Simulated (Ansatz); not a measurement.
**AlBClH3N2: small, medium and large basis sets**

How large a basis does AlBClH3N2 need? Two functionals are run in growing sets.

Method: one geometry, several basis sets; program: Ansatz 0.2.0, Gaussian basis.

The runs, in order: PBE0-D4/def2-SVP; ωB97M-V/def2-SVP; PBE0-D4/def2-QZVPP; ωB97M-V/def2-QZVPP; the functionals' def2-TZVPP values are taken from earlier runs.

## 1. The geometry

All runs share one geometry, relaxed beforehand with PBE0-D4 in a triple-zeta def2 set.

SMILES `[NH2][Al]1[NH][B]1Cl`, 8 atoms, charge 0, spin multiplicity 1.

Atoms are counted from 1 here; the program's logs count them from 0.

Bond lengths: N1–Al2 1.759 Å, N1–H6 1.007 Å, N1–H7 1.007 Å, Al2–N3 1.814 Å, Al2–B4 1.982 Å, N3–B4 1.401 Å, N3–H8 1.014 Å, B4–Cl5 1.747 Å. Angles: Al2–N1–H6 125.0°, Al2–N1–H7 124.6°, H6–N1–H7 110.4°, N1–Al2–N3 133.8°, N1–Al2–B4 176.8°, N3–Al2–B4 43.0°, Al2–N3–B4 74.9°, Al2–N3–H8 158.3°, B4–N3–H8 126.8°, Al2–B4–N3 62.1°, Al2–B4–Cl5 166.7°, N3–B4–Cl5 131.3°.

## 2. PBE0-D4 in def2-SVP

in.yaml reads:

```yaml
crystal:
  periodic: [false, false, false]
  atoms:
    - {symbol: N, position_ang: [-0.467299, 1.944361, 0.500845]}
    - {symbol: Al, position_ang: [0.125603, 0.292164, 0.389318]}
    - {symbol: N, position_ang: [-0.068847, -1.031152, -0.836091]}
    - {symbol: B, position_ang: [0.740707, -1.578489, 0.167470]}
    - {symbol: Cl, position_ang: [1.465884, -3.159281, 0.327700]}
    - {symbol: H, position_ang: [-1.051302, 2.395766, -0.184715]}
    - {symbol: H, position_ang: [-0.269500, 2.572886, 1.261699]}
    - {symbol: H, position_ang: [-0.383148, -1.493355, -1.682124]}
basis:
  gaussian: {orbitals: def2-SVP}
hamiltonian: {xc: pbe0, dispersion: d4}
output: {orbitals: {seedname: orbitals}}
```

Run with:

```
> ansatz run in.yaml --threads 2 --pin off --events-out ev --progress --plain --max-ram 4352MiB
```

The program printed:

```text
Functional definition: PBE0
  name "PBE0"
  cite "Adamo & Barone, J. Chem. Phys. 110, 6158 (1999) doi:10.1063/1.478522"
  cite "Perdew, Burke & Ernzerhof, Phys. Rev. Lett. 77, 3865 (1996) doi:10.1103/PhysRevLett.77.3865"
  parent pbe
  parameter a = 0.25
  parameter kappa = 0.804
  parameter beta = 0.06672455060314922
  exchange = (1 - a)*pbe_x(kappa = kappa, mu = beta*pi^2/3) + a*exact_x
  correlation = pbe_c(beta = beta)
904 factors; integrals over basis functions are off by at most 9.4e-4 eV
mean field evaluation 1: about -22794.6995 eV, gradient 7.6e1 eV
mean field evaluation 2: about -22774.5233 eV, gradient 1.1e2 eV
mean field evaluation 4: about -22806.5273 eV, gradient 8.3e0 eV
mean field evaluation 8: about -22806.8581 eV, gradient 9.0e-1 eV
mean field evaluation 16: about -22806.8606 eV, gradient 1.3e-4 eV
mean field -22806.86060064 eV, -838.1366680281 hartree, gradient 2.8e-5 eV, S^2 0.000000; 0 other end points of the search recorded, 0 dependent functions left out
reference -22806.86062914 eV, -838.1366690753 hartree; 26, 26 occupied and 67, 67 virtual orbitals, 904 factors
Total energy: -22807.00742711 eV, -838.1420638012 hartree
```

Wall time 1.4 s (2 threads of Arm Neoverse V2, shared host).

## 3. ωB97M-V in def2-SVP

in.yaml: that of step 2 with these lines changed.

```diff
@@ -13,3 +13,3 @@
   gaussian: {orbitals: def2-SVP}
-hamiltonian: {xc: pbe0, dispersion: d4}
+hamiltonian: {xc: {name: wB97M-V}}
 output: {orbitals: {seedname: orbitals}}
```

Launched as before.

The program printed, cut to the lines that bear on the results:

```text
Functional definition: wB97M-V
  name "wB97M-V"
  cite "Mardirossian & Head-Gordon, J. Chem. Phys. 144, 214110 (2016) doi:10.1063/1.4952647"
  cite "Becke, J. Chem. Phys. 107, 8554 (1997) doi:10.1063/1.475007"
  cite "Vydrov & Van Voorhis, J. Chem. Phys. 133, 244103 (2010) doi:10.1063/1.3521275"
  # Of w^i u^j: cxij and so on, Table III.
[...]
  gx(w, u) = 1 - cx + cx01*u + cx10*w
  gss(w, u) = css00 + css04*u^4 + css10*w + css20*w^2 + css43*w^4*u^3
  gos(w, u) = cos00 + cos10*w + (cos20 + cos21*u)*w^2 + (cos60 + cos61*u)*w^6
[...]
      + integral(e_c_pw_mod_opposite_spin*gos(b97_w_opposite, b97_u_opposite)) + vv10(b, c)
904 factors; integrals over basis functions are off by at most 9.4e-4 eV
263 factors; integrals over basis functions are off by at most 1.1e-5 eV
[...]
mean field -22816.15094746 eV, -838.4780819767 hartree, gradient 4.3e-5 eV, S^2 0.000000; 0 other end points of the search recorded, 0 dependent functions left out
reference -22816.15099022 eV, -838.4780835481 hartree; 26, 26 occupied and 67, 67 virtual orbitals, 904 factors
Total energy: -22816.15099022 eV, -838.4780835481 hartree
```

It took 6.5 s on 2 threads of Arm Neoverse V2, shared host.

## 4. PBE0-D4 in def2-QZVPP

in.yaml: that of step 3 with these lines changed.

```diff
@@ -12,4 +12,4 @@
 basis:
-  gaussian: {orbitals: def2-SVP}
-hamiltonian: {xc: {name: wB97M-V}}
+  gaussian: {orbitals: "def2-QZVPP.json"}
+hamiltonian: {xc: pbe0, dispersion: d4}
 output: {orbitals: {seedname: orbitals}}
```

Same command.

The program printed:

```text
Functional definition: PBE0
  name "PBE0"
  cite "Adamo & Barone, J. Chem. Phys. 110, 6158 (1999) doi:10.1063/1.478522"
  cite "Perdew, Burke & Ernzerhof, Phys. Rev. Lett. 77, 3865 (1996) doi:10.1103/PhysRevLett.77.3865"
  parent pbe
  parameter a = 0.25
  parameter kappa = 0.804
  parameter beta = 0.06672455060314922
  exchange = (1 - a)*pbe_x(kappa = kappa, mu = beta*pi^2/3) + a*exact_x
  correlation = pbe_c(beta = beta)
1500 factors; their error is unknown
mean field evaluation 1: about -22801.7120 eV, gradient 9.3e1 eV
mean field evaluation 2: about -22768.4968 eV, gradient 1.4e2 eV
mean field evaluation 4: about -22818.1267 eV, gradient 1.4e1 eV
mean field evaluation 8: about -22818.5536 eV, gradient 2.3e-1 eV
mean field evaluation 16: about -22818.5748 eV, gradient 1.4e-4 eV
mean field -22818.57478632 eV, -838.5671564118 hartree, gradient 3.5e-5 eV, S^2 0.000000; 0 other end points of the search recorded, 0 dependent functions left out
reference -22818.57482476 eV, -838.5671578244 hartree; 26, 26 occupied and 375, 375 virtual orbitals, 1500 factors
Total energy: -22818.72162273 eV, -838.5725525503 hartree
```

Wall time 9.5 s (2 threads of Arm Neoverse V2, shared host); peak memory 1.1 GiB.

## 5. ωB97M-V in def2-QZVPP

in.yaml: that of step 4 with these lines changed.

```diff
@@ -13,3 +13,3 @@
   gaussian: {orbitals: "def2-QZVPP.json"}
-hamiltonian: {xc: pbe0, dispersion: d4}
+hamiltonian: {xc: {name: wB97M-V}}
 output: {orbitals: {seedname: orbitals}}
```

The command is unchanged.

The program printed, cut to the lines that bear on the results:

```text
Functional definition: wB97M-V
  name "wB97M-V"
  cite "Mardirossian & Head-Gordon, J. Chem. Phys. 144, 214110 (2016) doi:10.1063/1.4952647"
  cite "Becke, J. Chem. Phys. 107, 8554 (1997) doi:10.1063/1.475007"
  cite "Vydrov & Van Voorhis, J. Chem. Phys. 133, 244103 (2010) doi:10.1063/1.3521275"
  # Of w^i u^j: cxij and so on, Table III.
[...]
  gx(w, u) = 1 - cx + cx01*u + cx10*w
  gss(w, u) = css00 + css04*u^4 + css10*w + css20*w^2 + css43*w^4*u^3
  gos(w, u) = cos00 + cos10*w + (cos20 + cos21*u)*w^2 + (cos60 + cos61*u)*w^6
[...]
      + integral(e_c_pw_mod_opposite_spin*gos(b97_w_opposite, b97_u_opposite)) + vv10(b, c)
1441 factors; their error is unknown
348 factors; integrals over basis functions are off by at most 1.4e-5 eV
[...]
mean field -22827.87626230 eV, -838.9089793491 hartree, gradient 1.0e-5 eV, S^2 0.000000; 0 other end points of the search recorded, 0 dependent functions left out
reference -22827.87632430 eV, -838.9089816278 hartree; 26, 26 occupied and 375, 375 virtual orbitals, 1441 factors
Total energy: -22827.87632430 eV, -838.9089816278 hartree
```

Wall time 23 s (2 threads of Arm Neoverse V2, shared host); peak memory 1.4 GiB.

## 6. Density functionals: the series

The def2-TZVPP values come from earlier runs at the same geometry.

```tsv
functional	basis	functions	energy (eV)	from the largest (eV)	HOMO (eV)	LUMO (eV)
PBE0-D4	def2-SVP	93	-22807.0074	11.714	-6.24	-0.46
PBE0-D4	def2-TZVPP	219	-22817.9268	0.795	-6.41	-0.70
PBE0-D4	def2-QZVPP	401	-22818.7216	0.000	-6.45	-0.85
ωB97M-V	def2-SVP	93	-22816.1510	11.725	-8.24	1.25
ωB97M-V	def2-TZVPP	219	-22827.1235	0.753	-8.44	0.91
ωB97M-V	def2-QZVPP	401	-22827.8763	0.000	-8.49	0.54
```

## 7. What came out

| quantity | value |
| --- | --- |
| PBE0-D4: double and triple zeta above quadruple | 11.71, 0.79 eV |
| ωB97M-V: double and triple zeta above quadruple | 11.73, 0.75 eV |

What this shows: PBE0-D4 gains 10.92 eV from double to triple zeta, then 0.79 eV more. Total energies overstate the basis error of differences, where much of it tends to cancel. The LUMO of ωB97M-V is positive and keeps falling with the basis (1.25 to 0.54 eV): an unbound level that the basis holds in place.

For PBE0-D4 the largest set took about 7 times as long as the smallest (9.5 s against 1.4 s).
